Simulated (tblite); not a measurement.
# CH14B3P3: the cost of one run

Programs: tblite 0.8.0 and PySCF 2.14.0. All values are calculated, for the isolated system unless a continuum is named. Atoms count from 0, parts from 1.

## 1. The system as given

21 atoms, charge 0, multiplicity 1; geometry: distance geometry start.

## 2. Relaxing the cluster with GFN2-xTB

What the job is given:

```
{"job": {"kind": "relax", "xc": "GFN2-xTB", "basis": "xTB"}, "charge": 0, "multiplicity": 1}
P      0.679115     1.429400    -0.005901
B     -1.029507     1.651249    -0.790723
P     -2.209066     0.628155     0.345207
B     -1.765886    -1.189368     0.096901
P      0.003598    -1.425605     0.731621
B      1.113861    -0.359753    -0.368532
C      2.662921    -0.673672    -0.173986
H      1.641357     2.251123    -0.581440
H      0.606957     1.532377     1.397402
H     -0.977711     1.125486    -1.868793
H     -1.382942     2.792402    -0.824804
H     -1.848649     1.010581     1.671917
H     -3.554154     0.914769     0.084993
H     -2.525664    -1.919355     0.545943
H     -1.747961    -1.329108    -1.101661
H      0.385078    -2.766015     0.724801
H      0.016676    -0.961020     2.055693
H      0.822996    -0.538604    -1.511599
H      2.868138    -1.676830     0.273724
H      3.071409     0.147646     0.455891
H      3.141518    -0.587096    -1.176719
```

Level: GFN2-xTB geometry optimisation, gas phase.

On the command line:

```
$ OMP_NUM_THREADS=1 python cluster_run.py task.json out
```

One launch serves the whole session: the jobs run in the order shown.

**Question.** How long does this first job take on 1 thread of Intel Xeon 6975P-C, shared host?

About 3.4 s.
